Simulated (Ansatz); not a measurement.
Here is an Ansatz 0.2.0 calculation.

Contents of input.yaml:

```yaml
crystal:
  lattice:
    - [1.5170411163, 0.8758640969, 4.933893193]
    - [-1.5170411163, 0.8758640969, 4.933893193]
    - [0.0, -1.7517281937, 4.933893193]
  atoms:
    - { symbol: W, position: [0.0, 0.0, 0.0] }
    - { symbol: V, position: [0.5, 0.5, 0.5], spin: 2.0 }
    - { symbol: C, position: [0.246494, 0.246494, 0.246494] }
    - { symbol: C, position: [0.753506, 0.753506, 0.753506] }
hamiltonian:
  xc: pbesol
  pseudopotentials: { kind: paw }
  dispersion: d3bjatm
magnetization:
  spin_polarized: true
kpoints:
  mp_grid: { grid: [10, 10, 10] }
scf:
  occupations: { method: fermi_dirac, width: 0.05 }
output:
  forces: true
  stress: true
  eigenvalues: true
relax:
  f_tol: 0.01
  max_steps: 40
  cell: { stress_tol: 0.05 }
```

Potentials or basis: Ansatz PAW.

Launch:

```sh
$ ansatz run input.yaml --threads 2 --pin off --max-ram 5632MiB --backend cpu --events-out ev --progress --plain --runs-dir out
```

Task: What does it give for the relaxed volume?

Result: 9.38 Å³/atom.

Task: Estimate the absolute moment.

Result: 0.00 μB per cell.

Task: Estimate the net moment.

Result: 0.00 μB per cell.

Task: What does it give for the band gap on the k mesh?

Result: None (metal or under the smearing width).

The path:
```tsv
step	energy change (eV)	largest force (eV/Å)	volume (Å³)
1	0.0000	0.1085	39.33
2	-0.0933	0.3387	37.35
3	-0.0982	0.0691	37.55
4	-0.0985	0.0037	37.52
5	-0.0985	0.0001	37.51
6	-0.0953	0.0000	37.51
7	-0.0953	0.0000	37.50
8	-0.0953	0.0001	37.50
```

Caveat: the plane-wave basis is chosen anew once the cell has moved, so the energies of steps on either side of that aren't comparable; the pressure holds a Pulay correction of +0.4 GPa for the finite cutoff; pairwise dispersion overbinds metals, which lowers pressure and volume; the PAW data sets come from PBE, with cores solved anew for the run's functional, which leaves a small shift of forces and pressure; the starting moments weren't kept. The run has no spin-orbit coupling, so splittings on W are missing.
